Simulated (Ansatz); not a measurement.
## HfB2 (distorted cell): a check of forces and pressure against finite differences, step by step

Program: the Ansatz DFT code, driven from Python.

Interactive session:
```pycon
>>> import warnings
>>> import ansatz as az
>>> import numpy as np
>>> VECTORS = np.array([
...     [3.11327, 0.01174, 0.02715],
...     [-1.54646, 2.75317, -0.01353],
...     [0.03008, 6e-05, 3.44564],
... ])
>>> SITES = [
...     ("Hf", (0.01369, 0.03823, 0.02143)),
...     ("B", (0.32875, 0.68576, 0.497)),
...     ("B", (0.66449, 0.30699, 0.47054)),
... ]
>>> def crystal_on(cell):
...     crystal = az.Crystal(lattice=az.Lattice.of(cell))
...     for symbol, position in SITES:
...         crystal = crystal.atom(symbol, position)
...     return crystal
...
>>> warnings.simplefilter("ignore", az.DeckWarning)
>>> def solve(crystal):
...     return (
...         crystal.calculation()
...         .functional("r2SCAN")
...         .occupations("fermi_dirac", width=0.1)
...         .basis(650, xc_grid=2)
...         .kpoints(7, 7, 6)
...         .scf(tolerance=1e-09)
...         .forces()
...         .stress()
...         .run(threads=1)
...     ).report
...
>>> centre = solve(crystal_on(VECTORS))
>>> start = crystal_on(VECTORS)
>>> # move one atom both ways along a Cartesian axis
>>> print(f"force on atom 1 along z: analytic {centre['forces_ev_ang'][1][2]:.4f} eV/A")
force on atom 1 along z: analytic 0.5477 eV/A
>>> for h in (0.004, 0.016):
...     shift = np.eye(3)[2] * h @ np.linalg.inv(VECTORS)
...     plus, minus = (solve(start.move(1, to=np.array(SITES[1][1]) + sign * shift))["lagrangian_ev"] for sign in (1, -1))
...     print(f"  step {h} A: numerical {-(plus - minus) / (2 * h):.4f} eV/A")
...
  step 0.004 A: numerical 0.5477 eV/A
  step 0.016 A: numerical 0.5474 eV/A
>>> # P = -dF/dV; the difference feels the change of the plane-wave count with the cell
>>> volume = abs(np.linalg.det(VECTORS))
>>> larger, smaller = (solve(crystal_on(VECTORS * (1 + sign * 0.005) ** (1 / 3)))["lagrangian_ev"] for sign in (1, -1))
>>> numerical = -(larger - smaller) / (0.01 * volume) * 160.21766
>>> print(f"pressure: analytic {np.trace(centre['stress_gpa']) / 3:.3f}, numerical {numerical:.3f} GPa")
pressure: analytic 5.316, numerical 5.320 GPa
```

What to keep in mind:
- The run is spin-unpolarised.
- For a metal this k-point mesh is coarse: on a finer one energies can move by several to tens of meV an atom and pressures by half a GPa or more, differences at one mesh by less.
- The program warned that this SCF threshold is loose for forces or stresses.
- Pressure is positive in compression.
- Spin-orbit coupling, which matters for elements this heavy, is left out.
- The cell is a database structure, distorted on purpose.
- The central difference errs as the square of the step, so the shorter step is the fairer test; what remains comes from the finite grid and the SCF threshold.
- The script silences the warnings on its input, which a real study should read.
- It ran for 3.5 min on 1 thread of Arm Neoverse V1, with other jobs on the host, peak memory 0.54 GiB.
